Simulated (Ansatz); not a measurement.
# Cs3Ru: the cost of one run

Program: Ansatz 0.2.0. Level of theory: DFT PBE, scalar-relativistic, plane waves, PAW. These are calculated values, not measurements.

1 further run of the same task is left out (it didn't finish).

**1. The starting structure**

It takes space group Pm-3m (No. 221, cubic). The conventional cell has a = 5.265 Å, b = 5.265 Å, c = 5.265 Å, α = 90.00°, β = 90.00°, γ = 90.00°. Cs (site symmetry 4/mmm) is surrounded by 8 Cs at 3.72 Å and 4 Ru at 3.72 Å. Around Ru (site symmetry m-3m) lie 12 Cs at 3.72 Å.

Coordinates:

```cif
data_structure
_symmetry_space_group_name_H-M 'Pm-3m'
_symmetry_Int_Tables_number 221
_cell_length_a 5.2651
_cell_length_b 5.2651
_cell_length_c 5.2651
_cell_angle_alpha 90.000
_cell_angle_beta 90.000
_cell_angle_gamma 90.000
_cell_volume 145.96
loop_
_atom_site_label
_atom_site_type_symbol
_atom_site_symmetry_multiplicity
_atom_site_Wyckoff_symbol
_atom_site_fract_x
_atom_site_fract_y
_atom_site_fract_z
_atom_site_occupancy
Cs1 Cs 3 c 0.00000 0.50000 0.50000 1
Ru1 Ru 1 a 0.00000 0.00000 0.00000 1
```

This is candidate A: Cu3Au (L1_2) type (Pm-3m, No. 221).

(A quick probe on a coarse mesh, which set the mesh and smearing, is not shown.)

**3. The relaxation (candidate A)**

input.yaml

```yaml
crystal:
  lattice:
    - [5.2651272816, 0.0, 0.0]
    - [0.0, 5.2651272816, 0.0]
    - [0.0, 0.0, 5.2651272816]
  atoms:
    - { symbol: Cs, position: [0.0, 0.5, 0.5] }
    - { symbol: Cs, position: [0.5, 0.0, 0.5] }
    - { symbol: Cs, position: [0.5, 0.5, 0.0] }
    - { symbol: Ru, position: [0.0, 0.0, 0.0] }
basis:
  ecutwfc: 420
kpoints:
  mp_grid: { grid: [10, 10, 10] }
hamiltonian:
  xc: pbe
scf:
  occupations: { method: gaussian, width: 0.1 }
output:
  forces: true
  stress: true
  eigenvalues: true
relax:
  adjacent_minimum: "off"
  f_tol: 0.01
  max_steps: 80
  cell: { stress_tol: 0.05 }
```

Run with:

```console
> ansatz run input.yaml --threads 1 --pin off --max-ram 2560MiB --backend cpu --events-out ev --progress --plain --runs-dir out
```

**Question.** How long does this run take on 1 thread of Arm Neoverse V1, shared host, and how much memory does it need?

About 1.9 min, with a peak of 0.54 GiB.
